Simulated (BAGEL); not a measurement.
# UHF/3-21G (density fitting with qzvpp-jkfit) run of SiBrClF (SMILES F[Si](Cl)Br)

Aim: the vertical doublet–quartet gap of SiBrClF at UHF/3-21G (density fitting with qzvpp-jkfit), from 2 runs. 

The calculation is run with BAGEL 1.2.2.

1 further run of the same task is left out (it didn't finish). Runs told in other sessions of the task aren't counted.

## Step 1: Starting point

SiBrClF has 4 atoms, charge 0, and is taken as a doublet. As SMILES, `F[Si](Cl)Br`. The shape is that of a PBE0-D4/def2-TZVP optimisation.

Bond lengths: F1–Si2 1.590 Å, Si2–Cl3 2.040 Å, Si2–Br4 2.209 Å. Angles: F1–Si2–Cl3 107.6°, F1–Si2–Br4 108.2°, Cl3–Si2–Br4 111.0°.

## Step 2: A single-point energy at UHF/3-21G (density fitting with qzvpp-jkfit)

input.json reads:

```json
{ "bagel" : [

{
  "title" : "molecule",
  "basis" : "3-21g",
  "df_basis" : "qzvpp-jkfit",
  "angstrom" : true,
  "geometry" : [
    { "atom" : "F", "xyz" : [      -0.532200,       0.674200,      -1.342900 ] },
    { "atom" : "Si", "xyz" : [      -0.280900,      -0.390800,      -0.189900 ] },
    { "atom" : "Cl", "xyz" : [      -1.027100,       0.388000,       1.541900 ] },
    { "atom" : "Br", "xyz" : [       1.895700,      -0.731700,      -0.029400 ] }
  ]
},

{ "title" : "uhf", "nopen" : 1 },

{ "title" : "print", "file" : "orbitals.molden", "orbitals" : true }

]}
```

Launch:

```sh
$ BAGEL_NUM_THREADS=1 BAGEL input.json > input.out
```

Log:

```text
* using 1 threads per process

  ===============================================================
  ===============================================================

  *** Geometry ***

  { "atom" : "F", "xyz" : [     -1.005712,      1.274053,     -2.537713 ] },
  { "atom" : "Si", "xyz" : [     -0.530824,     -0.738505,     -0.358859 ] },
  { "atom" : "Cl", "xyz" : [     -1.940938,      0.733214,      2.913769 ] },
  { "atom" : "Br", "xyz" : [      3.582354,     -1.382713,     -0.055558 ] },

  Number of auxiliary basis functions:      599

  Since a DF basis is specified, we compute 2- and 3-index integrals:
    o Being stored without compression. Storage requirement is 0.016 GB

  Number of basis functions:       57
  Number of electrons      :       75

    * METHOD: MOLECULE                             0.32

  *** Open-shell HF ***

  === Nuclear Repulsion ===
   392.3026743078

      * DIIS with orbital gradients will be used.

  === UHF iteration (3-21g) ===
      0      -3403.60318069          0.03497589           0.22
      1      -3403.70244331          0.02128954           0.22
      2      -3403.72464306          0.01244195           0.22
      3      -3403.73411623          0.00072004           0.22
      4      -3403.73448791          0.00035247           0.22
      5      -3403.73460028          0.00007965           0.20
      6      -3403.73461185          0.00002833           0.21
      7      -3403.73461457          0.00001174           0.21
      8      -3403.73461515          0.00000518           0.22
      9      -3403.73461525          0.00000200           0.22
     10      -3403.73461525          0.00000087           0.22
     11      -3403.73461525          0.00000042           0.22
     12      -3403.73461525          0.00000019           0.22
     13      -3403.73461525          0.00000008           0.22
     14      -3403.73461525          0.00000004           0.22
     15      -3403.73461525          0.00000002           0.22
     16      -3403.73461525          0.00000001           0.21
     17      -3403.73461525          0.00000001           0.22
    * SCF iteration converged.

    * S^2 (UHF) is 0.7548

    * Permanent dipole moment:
           (    0.209282,     0.728791,     0.327237) a.u.

    * METHOD: UHF                                  4.17

    * METHOD: PRINT                                0.01

  ===============================================================
```

It took 4.8 s on 1 thread of Arm Neoverse V1, shared host; peak memory 0.11 GiB.

## Step 3: The quartet

calc.json reads:

```json
{ "bagel" : [

{
  "title" : "molecule",
  "basis" : "3-21g",
  "df_basis" : "qzvpp-jkfit",
  "angstrom" : "true",
  "geometry" : [
    { "atom" : "F", "xyz" : [      -0.532200,       0.674200,      -1.342900 ] },
    { "atom" : "Si", "xyz" : [      -0.280900,      -0.390800,      -0.189900 ] },
    { "atom" : "Cl", "xyz" : [      -1.027100,       0.388000,       1.541900 ] },
    { "atom" : "Br", "xyz" : [       1.895700,      -0.731700,      -0.029400 ] }
  ]
},

{ "title" : "uhf", "nopen" : 3 },

{ "title" : "print", "file" : "orbitals.molden", "orbitals" : "true" }

]}
```

Launch:

```sh
$ BAGEL_NUM_THREADS=1 BAGEL calc.json > calc.out
```

Log:

```text
* using 1 threads per process

  ===============================================================
  ===============================================================

  *** Geometry ***

  { "atom" : "F", "xyz" : [     -1.005712,      1.274053,     -2.537713 ] },
  { "atom" : "Si", "xyz" : [     -0.530824,     -0.738505,     -0.358859 ] },
  { "atom" : "Cl", "xyz" : [     -1.940938,      0.733214,      2.913769 ] },
  { "atom" : "Br", "xyz" : [      3.582354,     -1.382713,     -0.055558 ] },

  Number of auxiliary basis functions:      599

  Since a DF basis is specified, we compute 2- and 3-index integrals:
    o Being stored without compression. Storage requirement is 0.016 GB

  Number of basis functions:       57
  Number of electrons      :       75

    * METHOD: MOLECULE                             0.32

  *** Open-shell HF ***

  === Nuclear Repulsion ===
   392.3026743078

      * DIIS with orbital gradients will be used.

  === UHF iteration (3-21g) ===
      0      -3403.32274971          0.03412772           0.22
      1      -3403.42218599          0.02272359           0.22
      2      -3403.45224880          0.01334671           0.22
      3      -3403.46540026          0.00141823           0.23
      4      -3403.46880499          0.00078653           0.23
      5      -3403.46993497          0.00043536           0.21
      6      -3403.47046614          0.00025610           0.19
      7      -3403.47065409          0.00015197           0.21
      8      -3403.47072179          0.00008924           0.22
      9      -3403.47074080          0.00005543           0.21
     10      -3403.47074766          0.00003774           0.22
     11      -3403.47075181          0.00002344           0.23
     12      -3403.47075378          0.00001312           0.23
     13      -3403.47075431          0.00000785           0.23
     14      -3403.47075442          0.00000649           0.22
     15      -3403.47075449          0.00000609           0.21
     16      -3403.47075458          0.00000573           0.23
     17      -3403.47075466          0.00000555           0.22
     18      -3403.47075473          0.00000544           0.22
     19      -3403.47075488          0.00000525           0.22
     20      -3403.47075513          0.00000484           0.23
     21      -3403.47075559          0.00000395           0.24
     22      -3403.47075604          0.00000284           0.26
     23      -3403.47075627          0.00000166           0.24
     24      -3403.47075631          0.00000103           0.22
     25      -3403.47075632          0.00000071           0.22
     26      -3403.47075633          0.00000046           0.22
     27      -3403.47075633          0.00000034           0.22
     28      -3403.47075633          0.00000028           0.20
     29      -3403.47075633          0.00000020           0.21
     30      -3403.47075633          0.00000013           0.22
     31      -3403.47075633          0.00000011           0.23
     32      -3403.47075633          0.00000010           0.21
     33      -3403.47075633          0.00000010           0.22
     34      -3403.47075633          0.00000009           0.24
     35      -3403.47075633          0.00000009           0.22
     36      -3403.47075633          0.00000008           0.23
     37      -3403.47075633          0.00000007           0.22
     38      -3403.47075633          0.00000006           0.22
     39      -3403.47075633          0.00000006           0.22
     40      -3403.47075633          0.00000005           0.23
     41      -3403.47075633          0.00000004           0.23
     42      -3403.47075633          0.00000002           0.22
     43      -3403.47075633          0.00000001           0.23
     44      -3403.47075633          0.00000001           0.22
     45      -3403.47075633          0.00000001           0.22
    * SCF iteration converged.

    * S^2 (UHF) is 3.7559

    * Permanent dipole moment:
           (   -1.688074,     1.246060,     0.519879) a.u.

    * METHOD: UHF                                 10.50

    * METHOD: PRINT                                0.01

  ===============================================================
```

Wall time 11 s (1 thread of Arm Neoverse V1, shared host); peak memory 0.11 GiB.

## Step 4: Outcome

Level: UHF/3-21G (density fitting with qzvpp-jkfit).

| quantity | value |
| --- | --- |
| doublet: total energy | -3403.73462 Eh |
| doublet: dipole moment | 2.10 D |
| doublet: ⟨S²⟩ | 0.755 |
| quartet: total energy | -3403.47076 Eh |
| quartet: dipole moment | 5.49 D |
| quartet: ⟨S²⟩ | 3.756 |
| vertical energy of the quartet above the doublet | 7.180 eV |

**Reading.** At this shape the quartet lies 7.18 eV (166 kcal/mol) above the doublet.
